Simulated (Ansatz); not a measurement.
**CH₄GeOSe: a ladder of functionals and wavefunction methods**

Aim: compute CH₄GeOSe with functionals from several rungs and with coupled cluster. The yardstick is the atomisation energy at the CCSD(T) limit.

The runs use Ansatz 0.2.0, Gaussian basis; functionals in def2-TZVPP, the program's frozen cores in correlated methods.

Plan: PBE-D4, r2SCAN-D4, PBE0-D4, B3LYP-D4, ωB97X-V, ωB97M-V, B2PLYP; CCSD(T)/def2-TZVPP; MP2/def2-QZVPP; extrapolation to the limit.

## Step 1: The geometry

The geometry comes from an earlier relaxation with PBE0-D4 in a triple-zeta def2 set; it is a stationary point, not always the lowest conformer.

SMILES `O=[CH][GeH2][SeH]`, 8 atoms, charge 0, spin multiplicity 1.

Atoms are counted from 1 here; the program's logs count them from 0.

Bond lengths: O1–C2 1.198 Å, C2–Ge3 2.008 Å, C2–H5 1.115 Å, Ge3–Se4 2.356 Å, Ge3–H6 1.537 Å, Ge3–H7 1.534 Å, Se4–H8 1.469 Å. Angles: O1–C2–Ge3 122.5°, O1–C2–H5 120.8°, Ge3–C2–H5 116.6°, C2–Ge3–Se4 107.5°, C2–Ge3–H6 110.5°, C2–Ge3–H7 109.5°, Se4–Ge3–H6 104.5°, Se4–Ge3–H7 112.3°, H6–Ge3–H7 112.2°, Ge3–Se4–H8 92.7°.

## Step 2: PBE-D4 (GGA)

Contents of in.yaml:

```yaml
crystal:
  periodic: [false, false, false]
  atoms:
    - {symbol: O, position_ang: [0.332652, 1.085501, -2.047339]}
    - {symbol: C, position_ang: [-0.399334, 0.664209, -1.198027]}
    - {symbol: Ge, position_ang: [0.210568, 0.333893, 0.686898]}
    - {symbol: Se, position_ang: [-0.323252, -1.896972, 1.225651]}
    - {symbol: H, position_ang: [-1.456339, 0.399990, -1.434687]}
    - {symbol: H, position_ang: [-0.611597, 1.176483, 1.674809]}
    - {symbol: H, position_ang: [1.714587, 0.614310, 0.796147]}
    - {symbol: H, position_ang: [0.624915, -2.434614, 0.240747]}
basis:
  gaussian: {orbitals: def2-TZVPP}
hamiltonian: {xc: pbe, dispersion: d4}
output: {forces: true, orbitals: {seedname: orbitals}}
```

The run is started by

```bash
$ ansatz run in.yaml --threads 4 --pin off --events-out ev --progress --plain --max-ram 10444MiB
```

The runs that follow: r2SCAN-D4 (meta-GGA); PBE0-D4 (hybrid); B3LYP-D4 (hybrid); ωB97X-V (range-separated); ωB97M-V (range-separated); B2PLYP (double hybrid); CCSD(T) in def2-TZVPP; MP2 in def2-QZVPP.

Q: Predict the results of all the runs planned. Wanted: atomisation energy, CCSD(T)/CBS; farthest; mean size of error, hybrid; mean size of error, range-separated; gap, smallest and largest; T1 diagnostic; triples share of the correlation energy.

The runs gave:

```
                               quantity                                           value
        atomisation energy, CCSD(T)/CBS                                       26.834 eV
    functionals within 0.268 eV (1.0 %)  r2SCAN-D4, PBE0-D4, B3LYP-D4, ωB97X-V, ωB97M-V
                               farthest                              PBE-D4 (+0.563 eV)
             mean size of error, hybrid                                        0.210 eV
    mean size of error, range-separated                                        0.139 eV
              gap, smallest and largest             2.75 eV (PBE-D4), 9.71 eV (ωB97X-V)
                          T1 diagnostic                                          0.0125
triples share of the correlation energy                                           3.9 %
```

What this shows: PBE-D4 is off by +0.563 eV. Double hybrids carry the basis error of their MP2 part in triple zeta, and no dispersion term here, so their miss is partly the set-up's. Misses under about 0.268 eV are within the doubt on the reference itself, which lacks core-valence correlation, relativity and higher excitations, and its outer-core shells are covered unevenly. All levels share the lack of spin-orbit coupling, which lowers the free heavy atoms and so the true binding. Hartree-Fock recovers 67 % of the binding; the rest is correlation. Orbital gaps span 2.8 to 9.7 eV; exact exchange widens them. Correlated methods include outer-core shells of Ge, Se, which these sets cover unevenly.
